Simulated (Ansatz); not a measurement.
# CH3PSSe: up Jacob's ladder to CCSD(T)

One table from this session's results is given with a row withheld; the runs are named, their logs left out.

The runs use Ansatz 0.2.0, Gaussian basis; functionals in def2-TZVPP, the program's frozen cores in correlated methods.

Levels to be run: LDA (SPW92), PBE-D4, revPBE-D4, BLYP-D4, r2SCAN-D4, B97M-V, PBE0-D4, B3LYP-D4, r2SCANh-D4, r2SCAN0-D4, HSE06-D4, BHLYP-D4, CAM-B3LYP-D4, LC-ωPBE, ωB97X-V, ωB97M-V, B2PLYP, PBE-QIDH; CCSD(T)/def2-SVP; CCSD(T)/def2-TZVPP; MP2/def2-QZVPP; extrapolation to the limit; RPA on PBE.

## Structure used throughout

The geometry comes from an earlier relaxation with PBE0-D4 in a triple-zeta def2 set; it is a stationary point, not always the lowest conformer.

7 atoms, charge 0, spin multiplicity 1.

Atoms are counted from 1 here; the program's logs count them from 0.

Bond lengths: P1–S2 2.128 Å, P1–H5 1.419 Å, P1–H6 1.419 Å, S2–C3 1.715 Å, C3–Se4 1.760 Å, C3–H7 1.090 Å. Angles: S2–P1–H5 96.4°, S2–P1–H6 96.4°, H5–P1–H6 93.4°, P1–S2–C3 100.5°, S2–C3–Se4 123.5°, S2–C3–H7 114.7°, Se4–C3–H7 121.8°.

The first run:

File in.yaml:

```yaml
crystal:
  periodic: [false, false, false]
  atoms:
    - {symbol: P, position_ang: [-0.306322, 1.497718, -0.148981]}
    - {symbol: S, position_ang: [-0.697152, -0.522578, 0.392010]}
    - {symbol: C, position_ang: [0.767068, -1.268351, -0.100566]}
    - {symbol: Se, position_ang: [1.089099, -2.988699, 0.080606]}
    - {symbol: H, position_ang: [-1.546200, 1.729619, -0.798702]}
    - {symbol: H, position_ang: [-0.742770, 2.074427, 1.071719]}
    - {symbol: H, position_ang: [1.497574, -0.590135, -0.541786]}
basis:
  gaussian: {orbitals: def2-TZVPP}
hamiltonian: {xc: lda}
output: {orbitals: {seedname: orbitals}}
```

Run with:

```sh
$ ansatz run in.yaml --threads 2 --pin off --events-out ev --progress --plain --max-ram 4352MiB
```

Among the steps run: LDA; PBE-D4 (GGA); revPBE-D4 (GGA); BLYP-D4 (GGA); r2SCAN-D4 (meta-GGA); B97M-V (meta-GGA); B3LYP-D4 (hybrid); r2SCANh-D4 (hybrid); r2SCAN0-D4 (hybrid); HSE06-D4 (hybrid); BHLYP-D4 (hybrid); CAM-B3LYP-D4 (range-separated); LC-ωPBE (range-separated); ωB97X-V (range-separated); ωB97M-V (range-separated); B2PLYP (double hybrid); PBE-QIDH (double hybrid).

One table of the session follows, with a row left open; its other results are not shown here.

It belongs to the step «Orbital energies across the functionals». 

```
  functional  HOMO (eV)  LUMO (eV)  gap (eV)
 LDA (SPW92)      -5.37      -3.42      1.96
      PBE-D4      -5.22      -3.22      2.00
   revPBE-D4      -5.17      -3.15      2.02
     BLYP-D4      -5.04      -3.06      1.98
   r2SCAN-D4      -5.44      -3.18      2.26
      B97M-V      -5.52      -3.09      2.43
     PBE0-D4      -6.33      -2.45      3.89
    B3LYP-D4          ?          ?         ?
  r2SCANh-D4      -5.85      -2.88      2.98
  r2SCAN0-D4      -6.48      -2.43      4.05
    HSE06-D4      -5.94      -2.82      3.12
    BHLYP-D4      -7.28      -1.49      5.80
CAM-B3LYP-D4      -7.58      -1.37      6.21
     LC-ωPBE      -8.96      -0.40      8.57
     ωB97X-V      -8.60      -0.40      8.20
     ωB97M-V      -8.46      -0.42      8.03
```

Estimate the missing values for B3LYP-D4.

Worked estimate for «HOMO (eV)». Against the share of exact exchange, BLYP-D4 (0, -5.04), BHLYP-D4 (0.5, -7.28) give a slope of -4.48 per unit share; at 0.2 the line stands at -5.94.

As computed: HOMO (eV): -6.08; LUMO (eV): -2.60; gap (eV): 3.48. In «HOMO (eV)» the line misses by +0.14.
